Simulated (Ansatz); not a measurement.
Born–Oppenheimer molecular dynamics of a periodic cell of 16 atoms, YbH$_{3}$ (host YbH3, host structure Fm-3m). It starts from a structure without forces on its atoms.

Method: DFT r2SCAN, scalar-relativistic, plane waves, PAW (Ansatz 0.2.0). Settings: accuracy low, cutoff 500 eV, k mesh 2x2x2, fermi-dirac smearing 0.05 eV, no spin polarisation.

```
ensemble        : NVT, Langevin thermostat
time step       : 0.75 fs
steps asked     : 140
set temperature : 500 K
friction        : 0.05 /fs
seed            : 796812
```

First frame:

```xyz
16
Lattice="5.2620 0.0000 0.0000 0.0000 5.2620 0.0000 0.0000 0.0000 5.2620" Properties=species:S:1:pos:R:3
Yb 0.000 0.000 0.000
H 3.946 3.946 3.946
H 1.315 1.315 1.315
H 2.631 2.631 2.631
Yb 2.631 2.631 0.000
H 1.315 1.315 3.946
H 3.946 3.946 1.315
H 0.000 0.000 2.631
Yb 2.631 0.000 2.631
H 1.315 3.946 1.315
H 3.946 1.315 3.946
H 0.000 2.631 0.000
Yb 0.000 2.631 2.631
H 3.946 1.315 1.315
H 1.315 3.946 3.946
H 2.631 0.000 0.000
```

(1) What does the run give?

(2) What happens to the structure?

(3) How do temperature and energy run in time?

## Answers

(1) All steps were run.

```json
{
 "steps done": "140",
 "time covered": "105 fs",
 "mean temperature over the second half": "630 K",
 "spread of the potential energy over the second half": "12.1 meV per atom",
 "mean potential energy of the second half above the start": "44.3 meV per atom"
}
```

The mean temperature of the second half is 26 % above the set value. A run of 0.1 ps of so small a system gives no equilibrium averages. The SCF threshold is loose, so the forces are noisy. Limits of this set-up: coarse k mesh, low accuracy level.

(2) Mean squared displacements from the first frame to the last, about the centre of mass: Yb 0.01 Å², H 0.27 Å². Another seed would give other details.

(3) 
```tsv
time (fs)	T (K)	potential energy less start (eV)
0	469	0.000
5.25	329	0.238
10.5	275	0.517
15.75	419	0.496
21	409	0.547
26.25	351	0.635
31.5	387	0.682
36.75	450	0.559
42	502	0.622
47.25	511	0.693
52.5	413	0.738
57.75	435	0.797
63	442	0.698
68.25	552	0.743
73.5	577	0.996
78.75	774	0.888
84	685	0.705
89.25	616	0.746
94.5	809	0.415
99.75	863	0.323
105	542	0.788
```

Run time: 11 min on 2 threads of Intel(R) Xeon(R) Platinum 8259CL CPU @ 2.50GHz (Skylake/Cascade Lake), on a shared host, peak memory 0.75 GiB.
